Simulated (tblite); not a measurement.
# C3H8BNSi: the cost of one run

Programs: PySCF 2.14.0 with density-fitted response routines of our own, and tblite 0.8.0. All values are computed, except where a source is named. Atoms count from 0 throughout.

## 1. The starting structure

14 atoms, charge 0, multiplicity 1; geometry from: force field or distance geometry start.

Bonds of the start (Å): B4–H11 1.18, B4–N5 1.53, C0–C1 1.20, C0–H6 1.06, C1–C2 1.47, C2–B4 1.60, C2–H7 1.11, C2–Si3 1.87, N5–H12 1.05, N5–H13 1.04, Si3–H10 1.47, Si3–H8 1.48, Si3–H9 1.46.

## 2. GFN2-xTB relaxation, start minimum

Job settings and geometry (Å):

```
{"job": {"xc": "GFN2-xTB", "basis": "xTB", "kind": "relax"}, "charge": 0, "multiplicity": 1}
C      1.007600     2.449400     0.334800
C      0.741000     1.286500     0.472000
C      0.448900    -0.143600     0.664500
Si     1.252900    -1.129600    -0.704900
B     -1.136900    -0.367500     0.646000
N     -1.965300     0.040600    -0.577300
H      1.221700     3.482000     0.203500
H      0.847400    -0.471500     1.643600
H      0.958100    -2.567100    -0.504400
H      0.740800    -0.700800    -2.000800
H      2.706300    -0.936500    -0.647600
H     -1.674800    -0.844100     1.581100
H     -2.689300     0.716300    -0.228600
H     -2.459100    -0.814500    -0.904000
```

Started as:

```sh
$ OMP_NUM_THREADS=1 python ens_run.py task.json out
```

The driver reads the study from task.json and runs its stages one after another.

Q: Estimate the wall time of this first job on 1 thread of Intel Xeon at 2.50GHz, shared host.

About 2.1 s.
